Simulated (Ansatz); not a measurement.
**CH₂AlFO: small, medium and large basis sets**

An exercise on one series of results from a longer session: the logs are not shown, and one member is left open.

Computed with Ansatz 0.2.0, Gaussian basis. Level: one geometry, several basis sets.

Levels to be run: PBE0-D4/def2-SVP; ωB97M-V/def2-SVP; PBE0-D4/def2-QZVPP; ωB97M-V/def2-QZVPP; the functionals' def2-TZVPP values are taken from earlier runs.

## The relaxed structure

All runs share one geometry, relaxed beforehand with PBE0-D4 in a triple-zeta def2 set.

6 atoms, charge 0, spin multiplicity 1.

Atoms are counted from 1 here; the program's logs count them from 0.

Bond lengths: O1–C2 1.211 Å, C2–Al3 2.014 Å, C2–H5 1.117 Å, Al3–F4 1.650 Å, Al3–H6 1.572 Å. Angles: O1–C2–Al3 115.6°, O1–C2–H5 118.6°, Al3–C2–H5 125.9°, C2–Al3–F4 118.7°, C2–Al3–H6 121.3°, F4–Al3–H6 120.0°.

Coordinates:

```xyz
6

O    -0.1786    1.8925   -0.2766
C    -0.1465    0.7717   -0.7346
Al    0.1390   -0.7062    0.6033
F     0.1960   -2.2636    0.0626
H    -0.2741    0.6415   -1.8365
H     0.3063   -0.4000    2.1357
```

Set-up of the first run:

in.yaml

```yaml
crystal:
  periodic: [false, false, false]
  atoms:
    - {symbol: O, position_ang: [-0.178606, 1.892492, -0.276571]}
    - {symbol: C, position_ang: [-0.146478, 0.771723, -0.734561]}
    - {symbol: Al, position_ang: [0.139032, -0.706243, 0.603300]}
    - {symbol: F, position_ang: [0.196012, -2.263575, 0.062592]}
    - {symbol: H, position_ang: [-0.274057, 0.641474, -1.836460]}
    - {symbol: H, position_ang: [0.306297, -0.399971, 2.135702]}
basis:
  gaussian: {orbitals: def2-SVP}
hamiltonian: {xc: pbe0, dispersion: d4}
output: {orbitals: {seedname: orbitals}}
```

Started as:

```bash
$ ansatz run in.yaml --threads 2 --pin off --events-out ev --progress --plain --max-ram 4352MiB
```

Steps of the session up to this table: PBE0-D4 in def2-SVP; ωB97M-V in def2-SVP; PBE0-D4 in def2-QZVPP; ωB97M-V in def2-QZVPP.

One of the session's tables, all rows but one given; the rest of the session is left out.

It belongs to the step «Density functionals: the series». 

| functional | basis | HOMO (eV) | LUMO (eV) |
| --- | --- | --- | --- |
| PBE0-D4 | def2-SVP | -6.80 | -2.31 |
| PBE0-D4 | def2-TZVPP | -6.97 | -2.47 |
| PBE0-D4 | def2-QZVPP | ? | ? |
| ωB97M-V | def2-SVP | -9.05 | -0.25 |
| ωB97M-V | def2-TZVPP | -9.24 | -0.47 |
| ωB97M-V | def2-QZVPP | -9.28 | -0.58 |

Estimate the missing values for PBE0-D4, def2-QZVPP.

As computed: HOMO (eV): -7.00; LUMO (eV): -2.51. In the column «HOMO (eV)» it lies between ωB97M-V, def2-SVP (-9.05) and PBE0-D4, def2-TZVPP (-6.97).
